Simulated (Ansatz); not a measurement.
**CH₄ClNSi: taking an electron away**

An exercise on one series of results from a longer session: the logs are not shown, and one member is left open.

Computed with Ansatz 0.2.0, Gaussian basis. Level: unrestricted cation, the program's frozen cores in correlated methods.

Plan: UKS PBE-D4/def2-TZVPP; UKS r2SCAN-D4/def2-TZVPP; UKS PBE0-D4/def2-TZVPP; UKS B3LYP-D4/def2-TZVPP; UKS wB97X-V/def2-TZVPP; UKS wB97M-V/def2-TZVPP; UKS B2PLYP/def2-TZVPP; UHF-CCSD(T)/def2-TZVPP; UHF-MP2/def2-QZVPP; extrapolation to the limit; then −ε(HOMO) from the neutral's earlier runs with LDA (SPW92), PBE-D4, revPBE-D4, BLYP-D4, r2SCAN-D4, B97M-V, PBE0-D4, B3LYP-D4, r2SCANh-D4, r2SCAN0-D4, HSE06-D4, BHLYP-D4, CAM-B3LYP-D4, LC-ωPBE, ωB97X-V, ωB97M-V.

### The geometry

All runs share one geometry, relaxed beforehand with PBE0-D4 in a triple-zeta def2 set.

SMILES `N=C([SiH3])Cl`, 8 atoms, charge 0, spin multiplicity 1.

Atoms are counted from 1 here; the program's logs count them from 0.

Bond lengths: N1–C2 1.248 Å, N1–H5 1.020 Å, C2–Si3 1.893 Å, C2–Cl4 1.786 Å, Si3–H6 1.482 Å, Si3–H7 1.482 Å, Si3–H8 1.480 Å. Angles: C2–N1–H5 114.3°, N1–C2–Si3 124.3°, N1–C2–Cl4 123.1°, Si3–C2–Cl4 112.7°, C2–Si3–H6 107.7°, C2–Si3–H7 107.7°, C2–Si3–H8 108.6°, H6–Si3–H7 109.8°, H6–Si3–H8 111.4°, H7–Si3–H8 111.4°.

Set-up of the first run:

Contents of in.yaml:

```yaml
crystal:
  periodic: [false, false, false]
  atoms:
    - {symbol: N, position_ang: [-0.133963, 1.454717, -0.961907]}
    - {symbol: C, position_ang: [-0.418521, 0.335375, -0.490032]}
    - {symbol: Si, position_ang: [0.653358, -0.598331, 0.760326]}
    - {symbol: Cl, position_ang: [-1.899099, -0.560559, -0.931261]}
    - {symbol: H, position_ang: [-0.820556, 1.817518, -1.623873]}
    - {symbol: H, position_ang: [1.022560, -1.900497, 0.155691]}
    - {symbol: H, position_ang: [-0.163537, -0.822565, 1.976881]}
    - {symbol: H, position_ang: [1.851856, 0.217343, 1.058375]}
basis:
  gaussian: {orbitals: def2-TZVPP}
total_charge: 1
magnetization: {spin_polarized: true, initial_magnetization: 1}
hamiltonian: {xc: pbe, dispersion: d4}
```

Steps of the session up to this table: Cation, UKS PBE-D4/def2-TZVPP; Cation, UKS r2SCAN-D4/def2-TZVPP; Cation, UKS PBE0-D4/def2-TZVPP; Cation, UKS B3LYP-D4/def2-TZVPP; Cation, UKS wB97X-V/def2-TZVPP; Cation, UKS wB97M-V/def2-TZVPP; Cation, UKS B2PLYP (frozen core)/def2-TZVPP; Cation, UHF-CCSD(T)/def2-TZVPP; Cation, UHF-MP2/def2-QZVPP.

One table of the session follows, with a row left open; its other results are not shown here.

It belongs to the step «Ionisation energies side by side». Orbital estimates, from the neutral's runs:

```
  functional  −ε(HOMO) (eV)
 LDA (SPW92)           6.96
      PBE-D4           6.86
   revPBE-D4           6.81
     BLYP-D4           6.73
   r2SCAN-D4           7.20
      B97M-V           7.39
     PBE0-D4           8.27
    B3LYP-D4           8.02
  r2SCANh-D4              ?
  r2SCAN0-D4           8.50
    HSE06-D4           7.87
    BHLYP-D4           9.59
CAM-B3LYP-D4           9.62
     LC-ωPBE          10.93
     ωB97X-V          10.62
     ωB97M-V          10.50
```

Q: Estimate the row for r2SCANh-D4 from the others.

Worked estimate for «−ε(HOMO) (eV)». Against the share of exact exchange, r2SCAN-D4 (0, 7.20), r2SCAN0-D4 (0.25, 8.50) give a slope of 5.20 per unit share; at 0.1 the line stands at 7.72.

The run gave: −ε(HOMO) (eV): 7.71. In «−ε(HOMO) (eV)» the line misses by +0.01.
